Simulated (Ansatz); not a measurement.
**PbO2 (fluorite): equation of state and elastic constants**

The task here is to estimate one member of a computed series from the others.

Method: DFT PBEsol, scalar-relativistic, plane waves, PAW, in Ansatz 0.2.0.

### The structure to begin with

The structure is cubic, space group Fm-3m (No. 225). The conventional cell has a = 5.330 Å, b = 5.330 Å, c = 5.330 Å, α = 90.00°, β = 90.00°, γ = 90.00°. Pb (site symmetry m-3m) is surrounded by 8 O at 2.31 Å. Around O (site symmetry -43m) lie 4 Pb at 2.31 Å.

Structure file:

```
Pb O
1.0
     0.00000    2.66480    2.66480
     2.66480    0.00000    2.66480
     2.66480    2.66480    0.00000
Pb O
1 2
Cartesian
  0.0000 0.0000 0.0000
  1.3324 1.3324 1.3324
  3.9972 3.9972 3.9972
```

An earlier run at PBEsol left this cell at 12.616 Å³/atom and -0.02 GPa (10×10×10 mesh).

Volume factors to run: 0.980, 1.020, 0.960, 1.040.

The first run:

input.yaml reads:

```yaml
crystal:
  lattice:
    - [0.0, 2.6469194419, 2.6469194419]
    - [2.6469194419, 0.0, 2.6469194419]
    - [2.6469194419, 2.6469194419, 0.0]
  atoms:
    - { symbol: Pb, position: [0.0, 0.0, 0.0] }
    - { symbol: O, position: [0.25, 0.25, 0.25] }
    - { symbol: O, position: [0.75, 0.75, 0.75] }
basis:
  ecutwfc: 420
  ecutrho_ratio: 4
kpoints:
  mp_grid: { grid: [10, 10, 10] }
hamiltonian:
  xc: pbesol
scf:
  occupations: { method: gaussian, width: 0.05 }
output:
  forces: true
  stress: true
  eigenvalues: true
```

Among the steps run: At 0.980 of the relaxed volume; At 1.020 of the relaxed volume; Volume × 0.960; Volume × 1.040.

One table of the session follows, with a row left open; its other results are not shown here.

It belongs to the step «Energy and pressure against volume». 

```
volume (Å³/atom)  energy (meV/atom)  pressure (GPa)
          12.111              10.56            6.99
          12.363                  ?               ?
          12.616               0.00           -0.02
          12.868               2.35           -2.94
          13.120               9.08           -5.52
```

**Question.** Estimate the row for volume (Å³/atom) = 12.363.

Worked estimate for «energy (meV/atom)». A straight line through the neighbours (12.111, 10.56) and (12.616, 0.00) gives 10.56 + (0.00 − 10.56) × (12.363 − 12.111) / (12.616 − 12.111) = 5.29; a parabola fitted to 3 rows on both sides gives 2.74.

The run gave: energy (meV/atom): 2.50; pressure (GPa): 3.27. In «energy (meV/atom)» the line misses by +2.79 and the parabola by +0.24.
